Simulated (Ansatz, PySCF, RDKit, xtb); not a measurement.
**Which structure has the formula CH3AlBr−?**

Given the formula CH3AlBr− (charge -1) and nothing else, which arrangement of the atoms is the most stable in the gas at 298.15 K, and what are its properties?

The funnel: GFN2-xTB relaxations, single points with a density functional, relaxations at PBE0-D3(BJ)/def2-SVPD, harmonic vibrations, and a last energy at a higher level. All values are calculated.

6 further runs of the same task are left out: 6 set aside as unsound or not needed.

## (1) Candidates

A program enumerates the bonding patterns with one Lewis structure each (two rings at most, one unusual centre or charged pair), with their diastereomers. O–O, O–halogen and N–halogen bonds and N–N–N chains are not drawn. That gives 6 candidates.

```
label           SMILES     spin
 c222  [CH][AlH2-][Br]  triplet
 c306  [CH][AlH2-][Br]  singlet
 c327     [AlH3-][C]Br  triplet
 c558     [AlH3-][C]Br  singlet
 c646    [AlH2][CH-]Br  singlet
 c964  [CH2-][AlH][Br]  singlet
```

Candidates are built by distance geometry, with a force field where one applies, in up to four conformers (letters a to d). 10 starts with atoms placed at random are added, to find patterns that the rules miss.

Q: Predict the outcome of this search (final energies at CCSD(T)/def2-SVPD + MP2/def2-TZVPPD - MP2/def2-SVPD).

| quantity | value |
| --- | --- |
| lowest structure found | [CH2-][AlH][Br], singlet, Cs |
| next finalist | [CH][AlH2-][Br], triplet, 38.9 kcal/mol higher in G |
| share at equilibrium, among the finalists | 100.0 % |
| harmonic wavenumbers, lowest and highest (PBE0-D3(BJ)/def2-SVPD) | 153 and 3178 cm⁻¹ |
| rotational constants, same geometry | 0.7667, 0.0723, 0.06607 cm⁻¹ |
| HOMO energy (PBE0/def2-TZVPD) | -0.29 eV |
| LUMO energy (PBE0/def2-TZVPD) | 3.26 eV |
| HOMO–LUMO gap (to an unbound level, set by the basis) (PBE0/def2-TZVPD) | 3.54 eV |
| lowest excitation (TD-CAM-B3LYP/def2-SVPD) | 3.19 eV (f = 0.084) |
| strongest of the states computed, same level | 4.16 eV (f = 0.152) |
| lowest triplet excitation, same level, Tamm-Dancoff | 2.69 eV |
| vertical detachment energy | 1.93 eV |
| vertical triplet less singlet | +2.41 eV |

`[CH2-][AlH][Br]` comes out lowest. The margin of 38.9 kcal/mol over the next finalist is beyond the usual error of the last level; it says nothing of structures that weren't ranked. r2SCAN-D4/def2-SVPD, PBE0-D3(BJ)/def2-SVPD, HF/def2-SVPD and MP2/def2-SVPD already put its bonding pattern lowest among the structures in one piece; HF/STO-3G favours the triplet [CH][AlH2-][Br]. In an anion, excitations above the detachment energy lie in the continuum and hang on the basis, so they needn't be bound states. Lowest found is not proven lowest: the search is finite, and each finalist counts with one conformer. Patterns outside the rules of the enumeration were met only by chance.
